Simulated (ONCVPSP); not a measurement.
**Pseudopotential generation for Cu: ONCV, PBEsol**

Aim: build the potential from the settings below, then test how well it stands in for the atom: other configurations, scattering, ghost states and the plane-wave cutoff that it needs.

Program: ONCVPSP 4.0.1.1 (patched build). Reference atom: PBEsol, scalar-relativistic, spherical and spin-unpolarised. All values are calculated.

**1. Starting point**

Typed settings, in words:

```json
{"element": "copper (Cu, Z = 29)", "type": "optimised norm-conserving Vanderbilt (ONCV)", "frozen core": "[Ne]", "valence charge": "19", "reference configuration": "3s2 3p6 3d10 4s0.5 (charge +0.5)", "partial waves": "3s+4s: rc 1.00 bohr, ncon 3, nbas 8, qcut 13.2 1/bohr, 2 projectors; 3p: rc 0.95 bohr, ncon 5, nbas 9, qcut 13.9 1/bohr, 2 projectors, debl 0.7 Ha; 3d: rc 1.50 bohr, ncon 5, nbas 10, qcut 12.2 1/bohr, 2 projectors, debl 3.2 Ha", "local potential": "polynomial inside 0.80 bohr (lpopt 5, dvloc0 0 Ha)", "core correction": "not asked for"}
```

**2. The generation run**

Contents of Cu.dat:

```
# ATOM AND REFERENCE CONFIGURATION
# atsym  z   nc   nv     iexc    psfile
  Cu 29.00    3    4  -116133      upf
#
#   n    l    f
    1    0    2.00
    2    0    2.00
    2    1    6.00
    3    0    2.00
    3    1    6.00
    3    2   10.00
    4    0    0.50
#
# PSEUDOPOTENTIAL AND OPTIMIZATION
# lmax
    2
#
#   l,   rc,      ep,       ncon, nbas, qcut
    0    1.00    0.00    3    8   13.20
    1    0.95    0.00    5    9   13.90
    2    1.50    0.00    5   10   12.20
#
# LOCAL POTENTIAL
# lloc, lpopt,  rc(5),   dvloc0
    4    5    0.80    0.00
#
# VANDERBILT-KLEINMAN-BYLANDER PROJECTORs
# l, nproj, debl
    0    2    1.10
    1    2    0.70
    2    2    3.20
#
# MODEL CORE CHARGE
# icmod, fcfact, rcfact
    0    0.00    0.00
#
# LOG DERIVATIVE ANALYSIS
# epsh1, epsh2, depsh
   -6.00    5.00    0.04
#
# OUTPUT GRID
# rlmax, drl
    6.00    0.01
#
# TEST CONFIGURATIONS
# ncnf
    4
# nvcnf
#   n    l    f
    4
    3    0    2.00
    3    1    6.00
    3    2   10.00
    4    0    1.00
#
    4
    3    0    2.00
    3    1    6.00
    3    2   10.00
    4    0    0.00
#
    4
    3    0    2.00
    3    1    6.00
    3    2    9.00
    4    0    0.00
#
    4
    3    0    1.00
    3    1    6.00
    3    2   10.00
    4    0    1.00
#
```

Started as:

```sh
$ oncvpsp.x < Cu.dat > Cu.out
```

The output, Cu.out (without the consistency checks and plot data):

```text
ONCVPSP  (Optimized Norm-Conservinng Vanderbilt PSeudopotential)
scalar-relativistic version 4.0.1.1, modified

#   n    l    f        energy (Ha)
    1    0    2.00    -3.2512317E+02
    2    0    2.00    -3.9152837E+01
    2    1    6.00    -3.3823709E+01
    3    0    2.00    -4.3539516E+00
    3    1    6.00    -2.7961878E+00
    3    2   10.00    -3.3606044E-01
    4    0    0.50    -2.9626268E-01

Reference configufation results
  iterations    39
  all-electron total energy (Ha)   -1.65337449D+03

Begin loop to  construct optimized pseudo wave functions
and semi-local pseudopoentials for all angular momenta

Calculating optimized projector #   1

 for l=   0

    Fraction of norm inside rc  0.862675
    Optimizing pswf for qcut=  13.20 a_B^-1,  ecut=  87.09 Ha
    Residual kinetic energy error=  4.94D-07 Ha

    Energy error per electron        Cutoff
         Ha          eV             Ha
         0.01000     0.27211       46.18
         0.00100     0.02721       58.97
         0.00010     0.00272       69.03
         0.00001     0.00027       77.02

Calculating optimized projector #   2

 for l=   0

    Fraction of norm inside rc  0.026414
    Optimizing pswf for qcut=  13.20 a_B^-1,  ecut=  87.09 Ha
    Residual kinetic energy error=  9.13D-08 Ha

    Energy error per electron        Cutoff
         Ha          eV             Ha
         0.01000     0.27211       29.58
         0.00100     0.02721       47.73
         0.00010     0.00272       61.11
         0.00001     0.00027       71.56

WARNING wellstate: negative energy specified for n= 4 l=  1
WARNING scattering state with energy  0.25000000
WARNING will be used for the first projector

   Wellstate for l =  1  n =  4
     eigenvalue =   0.2500
     asymptotic potential =   0.7500
     half-point radius =  2.6935

Calculating optimized projector #   1

 for l=   1

    Fraction of norm inside rc  0.774722
    Optimizing pswf for qcut=  13.88 a_B^-1,  ecut=  96.38 Ha
    Residual kinetic energy error=  1.35D-05 Ha

    Energy error per electron        Cutoff
         Ha          eV             Ha
         0.01000     0.27211       33.68
         0.00100     0.02721       45.31
         0.00010     0.00272       80.70
         0.00001     0.00027      115.84

Calculating optimized projector #   2

 for l=   1

    Fraction of norm inside rc  0.042784
    Optimizing pswf for qcut=  13.88 a_B^-1,  ecut=  96.38 Ha
    Residual kinetic energy error=  2.20D-06 Ha

    Energy error per electron        Cutoff
         Ha          eV             Ha
         0.01000     0.27211       26.10
         0.00100     0.02721       35.81
         0.00010     0.00272       63.36
         0.00001     0.00027       85.85

   Wellstate for l =  2  n =  5
     eigenvalue =   2.8639
     asymptotic potential =   3.3639
     half-point radius =  2.8562

Calculating optimized projector #   1

 for l=   2

    Fraction of norm inside rc  0.822526
    Optimizing pswf for qcut=  12.21 a_B^-1,  ecut=  74.51 Ha
    Residual kinetic energy error=  2.39D-06 Ha

    Energy error per electron        Cutoff
         Ha          eV             Ha
         0.01000     0.27211       46.86
         0.00100     0.02721       55.64
         0.00010     0.00272       62.48
         0.00001     0.00027       68.79

Calculating optimized projector #   2

 for l=   2

    Fraction of norm inside rc  0.146172
    Optimizing pswf for qcut=  12.21 a_B^-1,  ecut=  74.51 Ha
    Residual kinetic energy error=  3.72D-06 Ha

    Energy error per electron        Cutoff
         Ha          eV             Ha
         0.01000     0.27211       47.91
         0.00100     0.02721       57.91
         0.00010     0.00272       65.57
         0.00001     0.00027       71.56

Construct Vanderbilt / Kleinmman-Bylander projectors

B matrix Hermiticity error, ll=   0
   1   2    4.7581E-04

  Orthonormal projector coefficients  2.2787E+01  2.7534E+00

B matrix Hermiticity error, ll=   1
   1   2    4.1314E-04

  Orthonormal projector coefficients  8.1971E+00  1.1156E+00

B matrix Hermiticity error, ll=   2
   1   2   -3.1519E-04

  Orthonormal projector coefficients -6.3643E+00 -2.9419E+00

Pseudoatom total energy -191.635143

Diagnostic tests using Vanderbilt-Kleinman-Bylander pseudopotentials
  1 or more projectors used as specified by nproj input data

   l    rcore       rmatch      e in        delta e   norm test  slope test

   0   1.0029254   1.0333764  -4.3539516   0.0000059   1.0002321   1.0002432
   0   1.0029254   1.0333764  -0.2962627   0.0000105   1.0000979   1.0000801

   1   0.9503571   0.9792120  -2.7961878  -0.0000102   1.0002044   1.0002506
   1   0.9503571   0.9792120   0.2500000   0.0000814   1.0004666   1.0004666

   2   1.5063689   1.5521055  -0.3360604  -0.0000020   1.0001090   1.0001170
   2   1.5063689   1.5521055   2.8639395   0.0000670   1.0001512   1.0001512

 Testing for bound ghosts
   n   l    E NL Schr. Eq   E Basis Diag.   E Cutoff

   1   0       -4.353946       -4.353910    261.63
   2   0       -0.296252        0.117396    261.63

   2   1       -2.796198       -2.795530    437.74

   3   2       -0.336062       -0.333982    244.37

 Testing for highly-localized positive-energy ghosts
       l    <radius>/rc     E Basis Diag.   E Cutoff

Test configuration 0

   n   l     f        eae           eps        diff
   1   0  2.0000 -325.12316888
   2   0  2.0000  -39.15283676
   2   1  6.0000  -33.82370859
   3   0  2.0000   -4.35395164   -4.35394573    5.91D-06
   3   1  6.0000   -2.79618779   -2.79619794   -1.02D-05
   3   2 10.0000   -0.33606044   -0.33606244   -2.00D-06
   4   0  0.5000   -0.29626268   -0.29625222    1.05D-05

    Total energies and differences
      AE_ref= -1.65337449D+03  AE_tst= -1.65337449D+03  dif=  0.00D+00
      PS_ref= -1.91635143D+02  PS_tst= -1.91635143D+02  dif=  8.22D-11
      PSP excitation error= -8.22D-11

Test configuration 1

   n   l     f        eae           eps        diff
   1   0  2.0000 -324.97347039
   2   0  2.0000  -39.00749990
   2   1  6.0000  -33.67798976
   3   0  2.0000   -4.20429104   -4.20458180   -2.91D-04
   3   1  6.0000   -2.64592314   -2.64626323   -3.40D-04
   3   2 10.0000   -0.18594224   -0.18584836    9.39D-05
   4   0  1.0000   -0.16936025   -0.16946174   -1.01D-04

    Total energies and differences
      AE_ref= -1.65337449D+03  AE_tst= -1.65349048D+03  dif= -1.16D-01
      PS_ref= -1.91635143D+02  PS_tst= -1.91751114D+02  dif= -1.16D-01
      PSP excitation error= -1.45D-05

Test configuration 2

   n   l     f        eae           eps        diff
   1   0  2.0000 -325.28907822
   2   0  2.0000  -39.31314948
   2   1  6.0000  -33.98450218
   3   0  2.0000   -4.51954537   -4.51917593    3.69D-04
   3   1  6.0000   -2.96243084   -2.96203493    3.96D-04
   3   2 10.0000   -0.50135177   -0.50147142   -1.20D-04

    Total energies and differences
      AE_ref= -1.65337449D+03  AE_tst= -1.65319260D+03  dif=  1.82D-01
      PS_ref= -1.91635143D+02  PS_tst= -1.91453291D+02  dif=  1.82D-01
      PSP excitation error=  4.09D-05

Test configuration 3

   n   l     f        eae           eps        diff
   1   0  2.0000 -325.91458699
   2   0  2.0000  -39.95090070
   2   1  6.0000  -34.62084051
   3   0  2.0000   -5.14282741   -5.14244559    3.82D-04
   3   1  6.0000   -3.58067272   -3.58048428    1.88D-04
   3   2  9.0000   -1.08797326   -1.08710827    8.65D-04

    Total energies and differences
      AE_ref= -1.65337449D+03  AE_tst= -1.65240935D+03  dif=  9.65D-01
      PS_ref= -1.91635143D+02  PS_tst= -1.90670138D+02  dif=  9.65D-01
      PSP excitation error=  1.43D-04

Test configuration 4

   n   l     f        eae           eps        diff
   1   0  2.0000 -325.71601142
   2   0  2.0000  -39.63361804
   2   1  6.0000  -34.31394406
   3   0  1.0000   -4.79119894   -4.80266432   -1.15D-02
   3   1  6.0000   -3.22747311   -3.23643882   -8.97D-03
   3   2 10.0000   -0.72960754   -0.73011673   -5.09D-04
   4   0  1.0000   -0.50233903   -0.50211571    2.23D-04

    Total energies and differences
      AE_ref= -1.65337449D+03  AE_tst= -1.64900899D+03  dif=  4.37D+00
      PS_ref= -1.91635143D+02  PS_tst= -1.87263082D+02  dif=  4.37D+00
      PSP excitation error= -6.56D-03
```

It took 5.3 s on 1 thread of Neoverse-V1, shared host.

The projector energies used in the p channel were -2.796, 0.250 Ha; the program set a typed value aside.

Partial waves on a coarse radial grid (AE all-electron, PS pseudo):

```csv
r (bohr),3d AE,3d PS
0.075,0.0541,0.0067
0.150,0.2356,0.0500
0.225,0.4611,0.1530
0.300,0.6622,0.3172
0.375,0.8124,0.5222
0.450,0.9091,0.7338
0.525,0.9592,0.9151
0.600,0.9742,1.0394
0.675,0.9641,1.0952
0.750,0.9379,1.0885
0.825,0.9018,1.0366
0.900,0.8602,0.9608
0.975,0.8162,0.8797
1.050,0.7716,0.8052
1.125,0.7277,0.7421
1.200,0.6853,0.6900
1.275,0.6447,0.6457
1.350,0.6062,0.6062
1.425,0.5698,0.5698
1.500,0.5357,0.5356
1.575,0.5036,0.5036
1.650,0.4736,0.4735
1.725,0.4454,0.4454
1.800,0.4191,0.4190
1.875,0.3944,0.3943
1.950,0.3713,0.3712
```

**3. Transferability, from the output's test configurations**

Energies count from the reference configuration 3s2 3p6 3d10 4s0.5; the error is all-electron less pseudo.

```csv
valence configuration,charge,ΔE all-electron (eV),error AE − PS (meV)
3s2 3p6 3d10 4s1,0,-3.156,-0.4
3s2 3p6 3d10 4s0,+1,4.950,+1.1
3s2 3p6 3d9 4s0,+2,26.263,+3.9
3s1 3p6 3d10 4s1,+1,118.791,-179
```

**4. Logarithmic derivatives**

Taken from the files of the generation run. The phase is arctan(r·R′/R) of the radial function R, unwrapped, with energies in Ha. A pole is an energy at which the radial function vanishes at the test radius. The pseudo phase is shifted by a multiple of π to meet the all-electron one at the reference energy. Levels narrower than the energy grid can be missing from the poles. The last column is the largest difference on the grid between −0.5 and +0.5 Ha.

| channel | radius (bohr) | reference (Ha) | poles AE | poles PS | window around the reference with phases within 0.05 rad (Ha) | largest difference near zero (rad) |
| --- | --- | --- | --- | --- | --- | --- |
| s | 1.01 | -0.30 | -2.33 | -2.33 | the whole range | 0.000 |
| p | 0.96 | -2.80 | 0.01 | 0.01 | the whole range | 0.000 |
| d | 1.52 | -0.34 | 0.13 | 0.13 | the whole range | 0.000 |

Phases (rad) along the scan:

```csv
E (Ha),s AE,s PS,p AE,p PS
-5.96,-0.291,-0.291,0.589,0.589
-5.40,-0.777,-0.777,0.316,0.316
-4.84,-1.090,-1.090,-0.070,-0.070
-4.28,-1.278,-1.278,-0.498,-0.498
-3.72,-1.398,-1.398,-0.845,-0.845
-3.16,-1.482,-1.482,-1.081,-1.081
-2.60,-1.545,-1.545,-1.238,-1.238
-2.04,-1.596,-1.596,-1.348,-1.348
-1.48,-1.639,-1.639,-1.428,-1.428
-0.92,-1.678,-1.678,-1.491,-1.491
-0.36,-1.715,-1.715,-1.542,-1.542
0.20,-1.751,-1.751,-1.585,-1.585
0.76,-1.788,-1.788,-1.624,-1.624
1.32,-1.828,-1.828,-1.659,-1.659
1.88,-1.873,-1.873,-1.693,-1.693
2.44,-1.924,-1.924,-1.727,-1.727
3.00,-1.986,-1.986,-1.762,-1.762
3.56,-2.063,-2.064,-1.800,-1.800
4.12,-2.164,-2.165,-1.841,-1.841
4.68,-2.300,-2.301,-1.888,-1.888
```

**5. Convergence and ghost test**

From the same output: the cutoffs (Ha) at which the residual kinetic energy of the hardest occupied pseudo-wave falls to 1 and 0.1 mHa per electron are 59 Ha and 81 Ha.

The program's own ghost test: no bound ghost flagged; no localised positive-energy state flagged.

Cutoff (Ha) at which the first wave of each channel reaches a given error (Ha per electron):

```csv
error,s,p,d
1.0e-02,46.2,33.7,46.9
3.2e-03,52.9,38.2,51.5
1.0e-03,59.0,45.3,55.6
3.2e-04,64.3,71.2,59.2
1.0e-04,69.0,80.7,62.5
3.2e-05,73.3,89.0,65.5
1.0e-05,77.0,115.8,68.8
```

**6. Outcome**

```
                                                quantity                           value
  cutoffs for 1 and 0.1 mHa per electron, occupied waves                 59 Ha and 81 Ha
                                            bound ghosts                      none found
                                          GHOST(+) flags              none at low energy
                            largest test error (AE − PS)  -179 meV, for 3s1 3p6 3d10 4s1
largest phase difference near zero energy, channels read                       0.000 rad
                 projector energies reset by the program             p: -2.796, 0.250 Ha
```

**Reading.** By total energies transferability is fair for so large an energy: the largest error is 179 meV on 118.8 eV, for 3s1 3p6 3d10 4s1. That test lies far up in energy; among those under 40 eV, nearer to bonding, the largest error is 3.9 meV. It counts as hard, with 59 Ha needed at the looser tolerance. The program's ghost test flags no bound state. Near zero energy the phases of the channels with partial waves agree within 0.001 rad. These are tests on the free atom; a crystal test is still owed.
